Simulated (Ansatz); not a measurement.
**C₃H₈OSn: small, medium and large basis sets**

One table from this session's results is given with a row withheld; the runs are named, their logs left out.

The runs use Ansatz 0.2.0, Gaussian basis; one geometry, several basis sets.

Levels to be run: PBE0-D4/def2-SVP; ωB97M-V/def2-SVP; PBE0-D4/def2-QZVPP; ωB97M-V/def2-QZVPP; the functionals' def2-TZVPP values are taken from earlier runs.

## Structure used throughout

An earlier PBE0-D4 in a triple-zeta def2 set relaxation fixed the geometry. Sn takes the def2 core potential; no spin-orbit term is included.

SMILES `C[CH](C)[Sn][OH]`, 13 atoms, charge 0, spin multiplicity 1.

Atoms are counted from 1 here; the program's logs count them from 0.

Bond lengths: C1–C2 1.522 Å, C1–H6 1.098 Å, C1–H7 1.095 Å, C1–H8 1.096 Å, C2–C3 1.522 Å, C2–Sn4 2.223 Å, C2–H9 1.096 Å, C3–H10 1.095 Å, C3–H11 1.096 Å, C3–H12 1.098 Å, Sn4–O5 1.985 Å, O5–H13 0.961 Å. Angles: C2–C1–H6 111.4°, C2–C1–H7 112.6°, C2–C1–H8 111.8°, H6–C1–H7 107.0°, H6–C1–H8 106.6°, H7–C1–H8 107.1°, C1–C2–C3 111.7°, C1–C2–Sn4 110.5°, C1–C2–H9 108.9°, C3–C2–Sn4 110.7°, C3–C2–H9 108.9°, Sn4–C2–H9 106.0°, C2–C3–H10 112.6°, C2–C3–H11 111.8°, C2–C3–H12 111.4°, H10–C3–H11 107.1°, H10–C3–H12 107.0°, H11–C3–H12 106.6° and more.

Set-up of the first run:

The input, in.yaml:

```yaml
crystal:
  periodic: [false, false, false]
  atoms:
    - {symbol: C, position_ang: [-0.273133, 0.074021, -1.366020]}
    - {symbol: C, position_ang: [0.701275, 0.198871, -0.203646]}
    - {symbol: C, position_ang: [0.119261, 1.025573, 0.933600]}
    - {symbol: Sn, position_ang: [1.310964, -1.812482, 0.519195]}
    - {symbol: O, position_ang: [-0.509522, -2.372397, 1.079222]}
    - {symbol: H, position_ang: [-0.577426, 1.059356, -1.742200]}
    - {symbol: H, position_ang: [0.151405, -0.474254, -2.213279]}
    - {symbol: H, position_ang: [-1.191550, -0.446966, -1.073465]}
    - {symbol: H, position_ang: [1.618712, 0.681873, -0.560198]}
    - {symbol: H, position_ang: [0.829041, 1.169073, 1.754663]}
    - {symbol: H, position_ang: [-0.775713, 0.559158, 1.360274]}
    - {symbol: H, position_ang: [-0.180927, 2.024374, 0.591036]}
    - {symbol: H, position_ang: [-1.201890, -1.720901, 0.935719]}
basis:
  gaussian: {orbitals: def2-SVP}
hamiltonian: {xc: pbe0, dispersion: d4}
output: {orbitals: {seedname: orbitals}}
```

The run is started by

```
ansatz run in.yaml --threads 4 --pin off --events-out ev --progress --plain --max-ram 11315MiB
```

Steps of the session up to this table: PBE0-D4 in def2-SVP; ωB97M-V in def2-SVP; PBE0-D4 in def2-QZVPP; ωB97M-V in def2-QZVPP.

One of the session's tables, all rows but one given; the rest of the session is left out.

It belongs to the step «Density functionals: the series». 

```
functional       basis  HOMO (eV)  LUMO (eV)
   PBE0-D4    def2-SVP      -5.98      -2.03
   PBE0-D4  def2-TZVPP      -6.04      -2.15
   PBE0-D4  def2-QZVPP      -6.06      -2.18
   ωB97M-V    def2-SVP      -8.02      -0.22
   ωB97M-V  def2-TZVPP      -8.09      -0.43
   ωB97M-V  def2-QZVPP          ?          ?
```

**Question.** Estimate the row for ωB97M-V, def2-QZVPP.

As computed: HOMO (eV): -8.11; LUMO (eV): -0.49. In the column «HOMO (eV)» it is the lowest.
